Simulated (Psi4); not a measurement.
**H2Te2: KT2/def2-TZVPP (density fitting, core potential)**

Aim: the vertical electron affinity of H2Te2 at KT2/def2-TZVPP (density fitting, core potential), from 2 runs. The job is set up through a Python script.

The results are computed with Psi4 1.11.

2 further runs of the same task are left out: 1 that didn't finish, 1 set aside as unsound or not needed.

### Step 1. Starting point

H2Te2: 4 atoms, total charge 0, spin state singlet. Geometry: a GFN2-xTB relaxation, a rough one for these elements and not checked as a minimum.

Bond lengths: Te1–Te2 2.688 Å, Te1–H3 1.648 Å, Te2–H4 1.650 Å. Angles: Te1–Te2–H4 94.5°, Te2–Te1–H3 94.1°.

### Step 2. A single-point energy at KT2/def2-TZVPP (density fitting, core potential)

h2te2.xyz

```xyz
4
H2Te2
Te     0.003560     1.086660    -0.971210
Te    -0.209560    -1.434890    -0.064560
H     -0.966790     1.715950     0.202850
H      1.172790    -1.367720     0.832920
```

h2te2.py

```python
import psi4

psi4.set_memory('1600 MB')
psi4.set_num_threads(1)
psi4.core.set_output_file('run.log', False)

with open('h2te2.xyz') as f:
    atoms = ''.join(f.readlines()[2:])
mol = psi4.geometry('0 1\n' + atoms + '')

psi4.set_options({
    'basis': 'def2-TZVPP',
    'scf_type': 'mem_df',
})

E = psi4.energy('kt2', molecule=mol)
print('E =', round(E, 9))
```

Started as:

```bash
$ python h2te2.py
```

run.log:

```text
[...]
    !!!  WARNING: ECP capability is in beta. Please check occupations closely.  !!!
[...]
  Running in c1 symmetry.
[...]
  Nuclear repulsion =  136.735826485874554
[...]
  Multiplicity = 1
[...]
  Nalpha       = 25
  Nbeta        = 25
[...]
    Number of basis functions: 128
[...]
   @DF-RKS iter   1:  -539.52534759983712   -2.68736e+00   1.09682e-02 DIIS/ADIIS
[...]
   @DF-RKS iter   9:  -540.39102481499003   -8.99477e-08   6.01062e-07 DIIS
[...]
    Orbital Energies [Eh]
    ---------------------
    Doubly Occupied:
       1A     -6.134365     2A     -6.134202     3A     -4.300562
       4A     -4.300312     5A     -4.296781     6A     -4.296621
       7A     -4.287923     8A     -4.287747     9A     -1.559084
      10A     -1.555450    11A     -1.555230    12A     -1.554126
      13A     -1.547584    14A     -1.547356    15A     -1.544603
      16A     -1.544363    17A     -1.543795    18A     -1.542648
      19A     -0.625296    20A     -0.550219    21A     -0.349017
      22A     -0.331801    23A     -0.285326    24A     -0.211510
      25A     -0.206662
[...]
  @DF-RKS Final Energy:  -540.39102481499003
   => Energetics <=
    Nuclear Repulsion Energy =            136.7358264858745542
    One-Electron Energy =               -1210.1567031989386578
    Two-Electron Energy =                 578.6478302886628171
    DFT Exchange-Correlation Energy =     -45.6179783905889096
    Empirical Dispersion Energy =           0.0000000000000000
    VV10 Nonlocal Energy =                  0.0000000000000000
    Total Energy =                       -540.3910248149900326
[...]
 Multipole Moments:
 ------------------------------------------------------------------------------------
     Multipole            Electronic (a.u.)      Nuclear  (a.u.)        Total (a.u.)
 ------------------------------------------------------------------------------------
 L = 1.  Multiply by 2.5417464519 to convert [e a0] to [Debye]
 Dipole X            :         -0.6090772            0.6287247            0.0196475
 Dipole Y            :         -1.0253205            1.0628194            0.0374989
 Dipole Z            :         -3.0609043            3.1612338            0.1003294
 Magnitude           :                                                    0.1088953
[...]
```

On the terminal:

```text
E = -540.391024815
```

Run time: 15 s. Hardware: 1 thread of Intel Xeon Platinum 8259CL at 2.50GHz (Skylake/Cascade Lake), shared host; peak memory 0.51 GiB.

### Step 3. The doublet anion at the same level

h2te2.xyz is that of step 2.

h2te2.py

```python
import psi4

psi4.set_memory('1600 MB')
psi4.set_num_threads(1)
psi4.set_output_file('run.log', False)

with open('h2te2.xyz') as f:
    atoms = ''.join(f.readlines()[2:])
m = psi4.geometry('-1 2\n' + atoms + '')

psi4.set_options({
    'basis': 'def2-TZVPP',
    'reference': 'uks',
    'scf_type': 'mem_df',
})

e_tot, wfn = psi4.energy("kt2", return_wfn=True)
print('E =', round(e_tot, 9))
```

Started as:

```bash
$ python h2te2.py
```

run.log:

```text
[...]
    !!!  WARNING: ECP capability is in beta. Please check occupations closely.  !!!
[...]
  Running in c1 symmetry.
[...]
  Nuclear repulsion =  136.735826485874554
[...]
  Multiplicity = 2
[...]
  Nalpha       = 26
  Nbeta        = 25
[...]
    Number of basis functions: 128
[...]
   @DF-UKS iter   1:  -539.17642703861088   -2.33844e+00   1.23745e-02 DIIS/ADIIS
[...]
   @DF-UKS iter  10:  -540.40735243996812   -2.29556e-08   4.60977e-07 DIIS
[...]
   @S^2 Observed:                7.516902477E-01
[...]
    Orbital Energies [Eh]
    ---------------------
    Alpha Occupied:
       1A     -5.924458     2A     -5.924361     3A     -4.088991
       4A     -4.088925     5A     -4.086640     6A     -4.086414
       7A     -4.080266     8A     -4.080150     9A     -1.348292
      10A     -1.345004    11A     -1.344660    12A     -1.344183
      13A     -1.339001    14A     -1.338796    15A     -1.337029
      16A     -1.336909    17A     -1.336797    18A     -1.334761
      19A     -0.428159    20A     -0.355060    21A     -0.159724
      22A     -0.144387    23A     -0.092868    24A     -0.026093
      25A     -0.021474    26A      0.071192
    Alpha Virtual:
[...]
  @DF-UKS Final Energy:  -540.40735243996812
   => Energetics <=
    Nuclear Repulsion Energy =            136.7358264858745542
    One-Electron Energy =               -1220.3868721476792416
    Two-Electron Energy =                 589.0889985909578854
    DFT Exchange-Correlation Energy =     -45.8453053691212418
    Empirical Dispersion Energy =           0.0000000000000000
    VV10 Nonlocal Energy =                  0.0000000000000000
    Total Energy =                       -540.4073524399681219
[...]
 Multipole Moments:
 ------------------------------------------------------------------------------------
     Multipole            Electronic (a.u.)      Nuclear  (a.u.)        Total (a.u.)
 ------------------------------------------------------------------------------------
 L = 1.  Multiply by 2.5417464519 to convert [e a0] to [Debye]
 Dipole X            :         -0.6420971            0.6287247           -0.0133725
 Dipole Y            :         -1.0857620            1.0628194           -0.0229426
 Dipole Z            :         -3.2354410            3.1612338           -0.0742072
 Magnitude           :                                                    0.0788156
[...]
```

Standard output:

```text
E = -540.40735244
```

Run time: 20 s. Hardware: 1 thread of Intel Xeon Platinum 8259CL at 2.50GHz (Skylake/Cascade Lake), shared host; peak memory 0.5 GiB.

### Step 4. What came out

Level: KT2/def2-TZVPP (density fitting, core potential).

| quantity | value |
| --- | --- |
| singlet H2Te2: total energy | -540.39102 Eh |
| singlet H2Te2: dipole moment | 0.28 D |
| singlet H2Te2: HOMO energy | -5.62 eV |
| singlet H2Te2: LUMO energy | -2.90 eV |
| singlet H2Te2: HOMO–LUMO gap | 2.73 eV |
| doublet anion: total energy | -540.40735 Eh |
| doublet anion: HOMO energy (highest over α and β) | 1.94 eV |
| doublet anion: LUMO energy (lowest over α and β) | 2.63 eV |
| doublet anion: ⟨S²⟩ | 0.752 |
| vertical electron affinity (to the doublet anion) | 0.444 eV |

At fixed nuclei the extra electron is bound by 0.44 eV (10.2 kcal/mol). The basis has no diffuse functions, so the error can be as large as this value. The HOMO (doublet anion) lies at positive energy, 1.94 eV, as semi-local functionals often give for anions; only total energies tell whether the electron is bound.
